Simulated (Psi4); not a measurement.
# PBE0/def2-TZVP run of BH3Br− (SMILES [BH3-]Br)

What is the vertical ionisation energy of BH3Br− at PBE0/def2-TZVP? 

The results are computed with Psi4 1.11.

3 further runs of the same task are left out: 2 that didn't finish, 1 set aside as unsound or not needed.

## Step 1: The structure to begin with

BH3Br−: 5 atoms, total charge -1, spin state singlet. As SMILES, `[BH3-]Br`. The shape is that of a GFN2-xTB optimisation.

Bond lengths: B1–Br2 2.026 Å, B1–H3 1.211 Å, B1–H4 1.211 Å, B1–H5 1.211 Å. Angles: Br2–B1–H3 107.6°, Br2–B1–H4 107.5°, Br2–B1–H5 107.6°, H3–B1–H4 111.3°, H3–B1–H5 111.3°, H4–B1–H5 111.3°.

## Step 2: A single-point energy at PBE0/def2-TZVP

bbrh3.xyz reads:

```xyz
5
BBrH3
B      0.105540    -0.047320     0.145720
Br    -1.044180     0.467760    -1.441330
H      1.234050    -0.217200    -0.260310
H     -0.352540    -1.066680     0.613040
H      0.057130     0.863440     0.942890
```

bbrh3_ase.py reads:

```python
import numpy as np
from ase.calculators.psi4 import Psi4
from ase.io import read

mol = read('bbrh3.xyz')
calc = Psi4(atoms=mol, method='pbe0', basis='def2-TZVP', memory='1600MB', num_threads=1, charge=-1, multiplicity=1, label='psi4-calc')
calc.psi4.set_options({'puream': True, 'e_convergence': 1e-09, 'd_convergence': 1e-08, 'scf_type': 'pk', 'dft_radial_points': 99, 'dft_spherical_points': 590})
mol.calc = calc

print(f'energy: {mol.get_potential_energy():.6f} eV')
```

Started as:

```bash
$ python bbrh3_ase.py
```

psi4-calc.dat:

```text
[...]
  Running in c1 symmetry.
[...]
  Nuclear repulsion =   73.969301079071656
[...]
  Multiplicity = 1
[...]
  Nalpha       = 22
  Nbeta        = 22
[...]
    Number of basis functions: 97
[...]
   @RKS iter   1: -2600.05791814698341   -1.46340e+00   1.61918e-02 DIIS/ADIIS
[...]
   @RKS iter  10: -2600.55151550825349   -1.04592e-11   3.81316e-09 DIIS
[...]
    Orbital Energies [Eh]
    ---------------------
    Doubly Occupied:
       1A   -483.019071     2A    -62.419814     3A    -56.192113
       4A    -56.190541     5A    -56.190541     6A     -8.539245
       7A     -6.535832     8A     -6.346316     9A     -6.341217
      10A     -6.341217    11A     -2.432704    12A     -2.431103
      13A     -2.431103    14A     -2.426907    15A     -2.426907
      16A     -0.560318    17A     -0.302011    18A     -0.142567
      19A     -0.142537    20A     -0.129384    21A     -0.064046
      22A     -0.064035
[...]
  @RKS Final Energy: -2600.55151550825349
   => Energetics <=
    Nuclear Repulsion Energy =             73.9693010790716556
    One-Electron Energy =               -3774.8765522687717748
    Two-Electron Energy =                1173.0732410255727700
    DFT Exchange-Correlation Energy =     -72.7175053441256978
    Empirical Dispersion Energy =           0.0000000000000000
    VV10 Nonlocal Energy =                  0.0000000000000000
    Total Energy =                      -2600.5515155082530327
[...]
 Multipole Moments:
 ------------------------------------------------------------------------------------
     Multipole            Electronic (a.u.)      Nuclear  (a.u.)        Total (a.u.)
 ------------------------------------------------------------------------------------
 L = 1.  Multiply by 2.5417464519 to convert [e a0] to [Debye]
 Dipole X            :         -4.8401220            3.9044654           -0.9356566
 Dipole Y            :          2.1681747           -1.7490295            0.4191452
 Dipole Z            :         -6.6810283            5.3894792           -1.2915491
 Magnitude           :                                                    1.6490103
[...]
```

The script printed:

```text
Memory set to   1.490 GiB by Python driver.
  Threads set to 1 by Python driver.

  Memory set to   1.490 GiB by Python driver.
  Threads set to 1 by Python driver.
energy: -70764.611165 eV
```

Run time: 9.6 s. Hardware: 1 thread of Intel Xeon 6975P-C (Granite Rapids), shared host; peak memory 0.79 GiB.

## Step 3: Doublet neutral BH3Br: energy and forces at UPBE0/def2-TZVP

job.inp reads:

```
memory 1600 mb

molecule {
  0 2
  B      0.105540    -0.047320     0.145720
  Br    -1.044180     0.467760    -1.441330
  H      1.234050    -0.217200    -0.260310
  H     -0.352540    -1.066680     0.613040
  H      0.057130     0.863440     0.942890
  symmetry c1
}

set globals {
  basis def2-TZVP
  reference uks
  puream true
  e_convergence 1e-09
  d_convergence 1e-08
  scf_type pk
  dft_radial_points 99
  dft_spherical_points 590
  maxiter 200
}

e, wfn = gradient("pbe0", return_wfn=True)
print_variables()
```

Started as:

```bash
$ psi4 -n 1 job.inp job.out
```

job.out:

```text
[...]
  Running in c1 symmetry.
[...]
  Nuclear repulsion =   73.969301079071656
[...]
  Multiplicity = 2
[...]
  Nalpha       = 22
  Nbeta        = 21
[...]
    Number of basis functions: 97
[...]
   @UKS iter   1: -2600.03625741220048   -1.44174e+00   1.48630e-02 DIIS/ADIIS
[...]
   @UKS iter  21: -2600.40392443978180   -6.68479e-11   9.27532e-09 DIIS
[...]
   @S^2 Observed:                7.550259261E-01
[...]
    Orbital Energies [Eh]
    ---------------------
    Alpha Occupied:
       1A   -483.314571     2A    -62.713424     3A    -56.488147
       4A    -56.484666     5A    -56.482890     6A     -8.832695
       7A     -6.781885     8A     -6.644417     9A     -6.635315
      10A     -6.629717    11A     -2.729338    12A     -2.728058
      13A     -2.723492    14A     -2.717272    15A     -2.716787
      16A     -0.845806    17A     -0.555519    18A     -0.417040
      19A     -0.392103    20A     -0.381654    21A     -0.346717
      22A     -0.311606
    Alpha Virtual:
      23A      0.028637    24A      0.055797    25A      0.105323
[...]
  @UKS Final Energy: -2600.40392443978180
   => Energetics <=
    Nuclear Repulsion Energy =             73.9693010790716556
    One-Electron Energy =               -3762.8488083196862135
    Two-Electron Energy =                1160.9638090124744849
    DFT Exchange-Correlation Energy =     -72.4882262116416314
    Empirical Dispersion Energy =           0.0000000000000000
    VV10 Nonlocal Energy =                  0.0000000000000000
    Total Energy =                      -2600.4039244397818038
[...]
 Multipole Moments:
 ------------------------------------------------------------------------------------
     Multipole            Electronic (a.u.)      Nuclear  (a.u.)        Total (a.u.)
 ------------------------------------------------------------------------------------
 L = 1.  Multiply by 2.5417464519 to convert [e a0] to [Debye]
 Dipole X            :         -4.0585800            3.9044654           -0.1541146
 Dipole Y            :          1.9783595           -1.7490295            0.2293300
 Dipole Z            :         -5.7454489            5.3894792           -0.3559697
 Magnitude           :                                                    0.4506196
[...]
  -Total Gradient:
     Atom            X                  Y                   Z
    ------   -----------------  -----------------  -----------------
       1        0.025652284168     0.028702619528    -0.000505983381
       2       -0.009765466425     0.000124246610    -0.009679025202
       3       -0.008899975523    -0.011197915247     0.003931867318
       4        0.000051221202    -0.004753269124     0.004237936572
       5       -0.007036778024    -0.012876357714     0.002016999322
[...]
```

It took 29 s on 1 thread of Intel Xeon 6975P-C (Granite Rapids), shared host; peak memory 0.75 GiB.

## Step 4: Outcome

At PBE0/def2-TZVP:

```
                                                             quantity           value
                                         singlet BH3Br−: total energy  -2600.55152 Eh
                                          singlet BH3Br−: HOMO energy        -1.74 eV
                                          singlet BH3Br−: LUMO energy         6.21 eV
singlet BH3Br−: HOMO–LUMO gap (to an unbound level, set by the basis)         7.95 eV
                                  doublet neutral BH3Br: total energy  -2600.40392 Eh
                                 doublet neutral BH3Br: dipole moment          1.15 D
            doublet neutral BH3Br: HOMO energy (highest over α and β)        -8.23 eV
             doublet neutral BH3Br: LUMO energy (lowest over α and β)        -6.30 eV
                                          doublet neutral BH3Br: ⟨S²⟩           0.755
                      doublet neutral BH3Br: largest force on an atom      1.980 eV/Å
                  vertical detachment energy (to the doublet neutral)        4.016 eV
```

Removing an electron at fixed nuclei costs 4.02 eV (388 kJ/mol). The negative HOMO energy of the first species, 1.74 eV, lies 2.27 eV below that difference.
